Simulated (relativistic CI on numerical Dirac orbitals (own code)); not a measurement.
**La⁺ (4f2) in crystal fields: levels and magnetism**

How does a crystal field split the 4f2 shell of La⁺, and what follows for the ground state and χT? 6 fields tried.

Program: relativistic CI on numerical Dirac orbitals (own code) version 1. Level of theory: Dirac-Coulomb-Breit CI, KLI orbitals optimised for each configuration, model QED (radiative potential, 1s self-energy scaled to tabulated hydrogen-like ionisation energies), valence Slater integrals scaled by 0.8, one configuration in a parametric crystal field. These are calculated values, not measurements, unless marked.

**1. Starting point**

- ion: La⁺ (La II)
- nuclear charge: 57
- electrons: 56
- open shell: 4f2
- Slater scale: 0.8
- field 1 (cm⁻¹): C2v, B20 = -60, B22 = 60, B40 = 140, B42 = 90, B44 = -140, B60 = -40, B62 = -80, B64 = 40, B66 = -30
- field 2 (cm⁻¹): Oh, B40 = 380, B60 = 90
- field 3 (cm⁻¹): Oh, B40 = 120, B60 = 150
- field 4 (cm⁻¹): D4h, B20 = 100, B40 = 430, B44 = -130, B60 = 80, B64 = -120
- field 5 (cm⁻¹): D3h, B20 = -80, B40 = 20, B60 = 0, B66 = 100
- field 6 (cm⁻¹): Oh, B40 = -570, B60 = 90

The outer shells:

[Xe] 4f2
```
[Xe] core
4f [↑ ][↑ ][  ][  ][  ][  ][  ]
```

**2. Field 1: C2v, B20 = -60, B22 = 60, B40 = 140, B42 = 90, B44 = -140, B60 = -40, B62 = -80, B64 = 40, B66 = -30**

Settings of the run:

```ini
atom La  Z=57  charge=1  electrons=56
nucleus A=139  rms_radius_fm=4.8550
hamiltonian dirac-coulomb  breit=on  qed=on  c_scale=1
orbitals kli  potential=per-configuration
slater_scale 0.8
correlation none
mixing on
configurations
  [Xe] 4f2
end
crystal_field C2v B20=-60 B22=60 B40=140 B42=90 B44=-140 B60=-40 B62=-80 B64=40 B66=-30
```

**3. Field 2: Oh, B40 = 380, B60 = 90**

The settings differ from step 2 so:

```diff
@@ -10,2 +10,2 @@
 end
-crystal_field C2v B20=-60 B22=60 B40=140 B42=90 B44=-140 B60=-40 B62=-80 B64=40 B66=-30
+crystal_field Oh B40=380 B60=90
```

**4. Field 3: Oh, B40 = 120, B60 = 150**

The settings differ from step 3 so:

```diff
@@ -10,2 +10,2 @@
 end
-crystal_field Oh B40=380 B60=90
+crystal_field Oh B40=120 B60=150
```

**5. Field 4: D4h, B20 = 100, B40 = 430, B44 = -130, B60 = 80, B64 = -120**

The settings differ from step 4 so:

```diff
@@ -10,2 +10,2 @@
 end
-crystal_field Oh B40=120 B60=150
+crystal_field D4h B20=100 B40=430 B44=-130 B60=80 B64=-120
```

**6. Field 5: D3h, B20 = -80, B40 = 20, B60 = 0, B66 = 100**

The settings differ from step 5 so:

```diff
@@ -10,2 +10,2 @@
 end
-crystal_field D4h B20=100 B40=430 B44=-130 B60=80 B64=-120
+crystal_field D3h B20=-80 B40=20 B60=0 B66=100
```

**7. Field 6: Oh, B40 = -570, B60 = 90**

The settings differ from step 6 so:

```diff
@@ -10,2 +10,2 @@
 end
-crystal_field D3h B20=-80 B40=20 B60=0 B66=100
+crystal_field Oh B40=-570 B60=90
```

(Steps that only read results are left out.)

Before running it: what results should come out? Wanted: ground spin.

As calculated:

| field | ground state | degeneracy | S | J | first gap (cm⁻¹) | stabilisation (cm⁻¹) | χT at 2 K | χT at 300 K |
| --- | --- | --- | --- | --- | --- | --- | --- | --- |
| 1: C2v | - | 1 | 0.98 | 4.00 | 4 | -37 | 0.541 | 1.789 |
| 2: Oh | A1 | 1 | 0.98 | 4.00 | 59 | -92 | 0.074 | 1.781 |
| 3: Oh | A1 | 1 | 0.99 | 4.00 | 58 | -72 | 0.074 | 1.782 |
| 4: D4h | A1 | 1 | 0.98 | 4.00 | 1 | -66 | 1.180 | 1.784 |
| 5: D3h | - | 1 | 0.98 | 4.00 | 3 | -19 | 1.104 | 1.792 |
| 6: Oh | T2 | 3 | 0.98 | 4.00 | 116 | -93 | 1.024 | 1.772 |

χT is in cm³ K/mol; stabilisation counts from the free ion's lowest level; S and J come from the expectation values of their squares.

| quantity | value |
| --- | --- |
| ground spin (effective S from ⟨S²⟩) | 1: 0.98, 2: 0.98, 3: 0.99, 4: 0.98, 5: 0.98, 6: 0.98 |
| χT at 300 K | 1.77 to 1.79 cm³ K/mol |

What this shows: All fields leave the ground state at S = 1. J stays near 4: the field splits the free-ion level without mixing it much with others. Fields 2, 3 leave a non-degenerate ground state well apart, so χT falls towards zero on cooling. The field is a set of parameters, without covalency or charge transfer.
